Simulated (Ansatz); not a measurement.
# LaHfO: the cost of one run

Program: Ansatz 0.2.0. Level of theory: DFT PBE, scalar-relativistic, plane waves, PAW, unless a step names another level. These are calculated values, not measurements.

4 further runs of the same task are left out: 4 set aside as unsound or not needed. Runs told in other sessions of the task aren't counted.

## Step 1: Plan

Pauling electronegativities: La 1.10, Hf 1.30, O 3.44 (spread 2.34). No set of common oxidation states balances it. Tabulated atomic sizes suggest about 19 Å³/atom. 19 candidates were drawn, by swapping species into database cells of other compounds, at random by space group and Wyckoff sites, or by hand, as the table says:

| name | made from | space group no. | Wyckoff sites | atoms (primitive cell) | V (Å³/atom) |
| --- | --- | --- | --- | --- | --- |
| c01 | random | 156 | La 1a; Hf 1c; O 1a | 3 | 23.4 |
| c02 | database cell of LaCuSi | 187 | La 1a; Hf 1d; O 1f | 3 | 21.6 |
| c03 | random | 10 | La 1e; Hf 1c; O 1d | 3 | 24.6 |
| c04 | database cell of LaSnAu | 186 | La 2a; Hf 2b; O 2b | 6 | 19.9 |
| c05 | random | 187 | La 1e, 1c; Hf 2i; O 2g | 6 | 21.1 |
| c06 | random | 99 | La 1b, 1a; Hf 1b, 1b; O 2c | 6 | 22.2 |
| c07 | random | 71 | La 2d; Hf 2b; O 2a | 3 | 24.3 |
| c08 | random | 71 | La 2c; Hf 2b; O 2d | 3 | 23.8 |
| c09 | random | 10 | La 1a; Hf 1b; O 1c | 3 | 20.8 |
| c10 | random | 2 | La 1g; Hf 1c; O 1b | 3 | 23.4 |
| c11 | random | 129 | La 2b; Hf 2a; O 2c | 6 | 22.4 |
| c12 | database cell of YZnSi | 187 | La 1a; Hf 1f; O 1d | 3 | 21.8 |
| c13 | database cell of DyZnSi | 187 | La 1b; Hf 1e; O 1d | 3 | 20.8 |
| c14 | random | 99 | La 1b; Hf 1a; O 1a | 3 | 22.1 |
| c15 | database cell of CeAgPb | 186 | La 2b; Hf 2a; O 2b | 6 | 19.5 |
| c16 | database cell of CuAgSe | 59 | La 2b; Hf 2a; O 2a | 6 | 17.1 |
| c17 | database cell of TmGaAg | 12 | La 4i; Hf 4i; O 4i | 6 | 19.2 |
| c19 | random | 183 | La 1a; Hf 1a; O 1a | 3 | 22.5 |
| c20 | random | 123 | La 1d; Hf 1a; O 1b | 3 | 19.7 |

## Step 2: Screening run of c01

File input.yaml:

```yaml
crystal:
  lattice:
    - [4.31370136, 0.0, 0.0]
    - [-2.15685068, 3.73577496, 0.0]
    - [0.0, 0.0, 4.34942143]
  atoms:
    - { symbol: La, position: [0.66666667, 0.33333333, 0.70406875] }
    - { symbol: Hf, position: [0.33333333, 0.66666667, 0.95128539] }
    - { symbol: O, position: [0.66666667, 0.33333333, 0.26348174] }
basis:
  ecutwfc: 420
kpoints:
  mp_grid: { grid: [5, 5, 5] }
hamiltonian:
  xc: pbe
scf:
  occupations: { method: gaussian, width: 0.2 }
  lower_state_search: "off"
output:
  forces: true
  stress: true
  eigenvalues: true
relax:
  adjacent_minimum: "off"
  f_tol: 0.08
  max_steps: 16
  cell: { stress_tol: 0.8 }
```

Launch:

```console
$ ansatz run input.yaml --threads 1 --pin off --max-ram 2560MiB --backend cpu --events-out ev --progress --plain --runs-dir out
```

What time and memory should one allow on 1 thread of Intel Xeon 6975P-C (Granite Rapids), shared host?

About 38 s, with a peak of 0.45 GiB.
